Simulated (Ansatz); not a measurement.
# CH4Ge: short molecular-dynamics run

How does CH4Ge move over a short run? A script is to give a short molecular-dynamics run; the system is CH4Ge. SMILES: [CH3][GeH].

Program: Ansatz 0.2.0 through its Python package. Level of theory: PBE0/def2-SVP. These are calculated values, not measurements.

**1. The structure**

Bond lengths: C1–Ge2 1.928 Å, C1–H3 1.185 Å, C1–H4 1.072 Å, C1–H5 1.147 Å, Ge2–H6 1.566 Å. Angles: C1–Ge2–H6 111.4°, Ge2–C1–H3 108.8°, Ge2–C1–H4 111.0°, Ge2–C1–H5 109.7°, H3–C1–H4 114.0°, H3–C1–H5 103.8°, H4–C1–H5 109.2°.

The script holds or builds the structure itself.

**2. The code**

ch4ge.py reads:

```python
'''A short Born-Oppenheimer trajectory of CH4Ge.'''

import logging
import sys
import warnings

import ansatz as az
import numpy as np

logging.basicConfig(stream=sys.stdout, format='%(levelname)s:%(name)s:%(message)s')
logger = logging.getLogger('calc')
logger.setLevel(logging.INFO)

GEOMETRY = '''
C    -0.07170   -0.45740   -0.41960
Ge    0.73590    0.29770    1.15970
H    -1.24840   -0.46720   -0.27980
H     0.34900   -1.41680   -0.64550
H     0.09190    0.24540   -1.31170
H     0.18540    1.73430    1.45060
'''

warnings.simplefilter('ignore', az.DeckWarning)

ch4ge = az.Crystal.molecule()
for line in GEOMETRY.strip().splitlines():
    symbol, *xyz = line.split()
    ch4ge = ch4ge.atom(symbol, [float(v) for v in xyz])

job = (
    ch4ge.calculation()
    .basis(gaussian='def2-SVP')  # atom-centred Gaussian functions
    .functional('PBE0')
)
symbols = [site.symbol for site in ch4ge.cartesian_sites]
start = np.array([site.position_ang for site in ch4ge.cartesian_sites], dtype=float)
summary = job.relax(force_tolerance=0.02).run().report
end = np.array(summary['positions_ang'])
minimum = az.Crystal.molecule()
for symbol, place in zip(symbols, end):
    minimum = minimum.atom(symbol, place.tolist())

# dynamics from the relaxed geometry
job = (
    minimum.calculation()
    .basis(gaussian='def2-SVP')  # the orbital basis, by name
    .functional('PBE0')
    .md('nvt_nose_hoover', timestep=0.5, steps=30, temperature=300, initial_velocities='maxwell_boltzmann', seed=1, thermostat_time=50)
)
frames = []
result = job.session().plan().execute(on_event=lambda e: frames.append(e['data']) if e['event'] == 'md_step' else None)
logger.info('t (fs)   E_pot (eV)      E_kin (eV)   T (K)   d(0-1) (A)')
for f in frames[::1]:
    xyz = np.array(f['positions_ang'])
    logger.info(f'{f["time_fs"]:6.2f} {f["lagrangian_ev"]:14.5f} {f["e_kin_ev"]:10.5f} {f["temperature_k"]:8.1f} {np.linalg.norm(xyz[0] - xyz[1]):9.4f}')
kept = np.array([f['conserved_ev'] for f in frames])
logger.info(f'conserved energy moves by at most {1000 * np.ptp(kept):.3f} meV')
symbols = [site.symbol for site in ch4ge.cartesian_sites]
with open('last_frame.xyz', 'w') as handle:
    handle.write(f'{len(symbols)}\nt = {frames[-1]["time_fs"]} fs\n')
    handle.writelines('{:2s} {:10.5f} {:10.5f} {:10.5f}\n'.format(s, *xyz) for s, xyz in zip(symbols, frames[-1]['positions_ang']))
```

**3. The calls as engine input**

The engine receives this input (first run):

```yaml
crystal:
  periodic: [false, false, false]
  atoms:
    - { symbol: C, position_ang: [-0.0717, -0.4574, -0.4196] }
    - { symbol: Ge, position_ang: [0.7359, 0.2977, 1.1597] }
    - { symbol: H, position_ang: [-1.2484, -0.4672, -0.2798] }
    - { symbol: H, position_ang: [0.349, -1.4168, -0.6455] }
    - { symbol: H, position_ang: [0.0919, 0.2454, -1.3117] }
    - { symbol: H, position_ang: [0.1854, 1.7343, 1.4506] }
basis:
  gaussian:
    orbitals: def2-SVP
hamiltonian:
  xc: pbe0
relax:
  f_tol: 0.02
```

**4. Running it**

Command:

```bash
> python ch4ge.py
```

**Question.** What results will this script give? Wanted: moves of the relaxation of run 1; energy gained in run 1; last largest force component of run 1; mean temperature, second half; farthest move; largest change of the conserved energy.

**Answer**, as computed:

```
                              quantity            value
                         runs compared                2
      moves of the relaxation of run 1                4
                energy gained in run 1         0.401 eV
 last largest force component of run 1      0.0041 eV/Å
                     length of the run  30 steps, 15 fs
         mean temperature, second half            171 K
                         farthest move           0.32 Å
largest change of the conserved energy    0.22 meV/atom
```

What this shows: The dearest, run 2 (dynamics), took some 4.3 times as long as run 1 (relaxation). Run 1: The relaxation took 4 moves; the largest shift is 0.262 Å, of atom 6 (H). The temperature swings between 114 and 300 K, with a mean of 171 K in the second half; from a start near a minimum about half of the kinetic energy passes into potential energy. The conserved energy stays within 0.22 meV/atom, so the time step holds. 15 fs show the first vibrations only, not equilibrium. The trajectory is only some femtoseconds long, and gives no averages; where the script doesn't relax first, it starts from a rough generated geometry. The temperature counts the internal degrees of freedom alone.
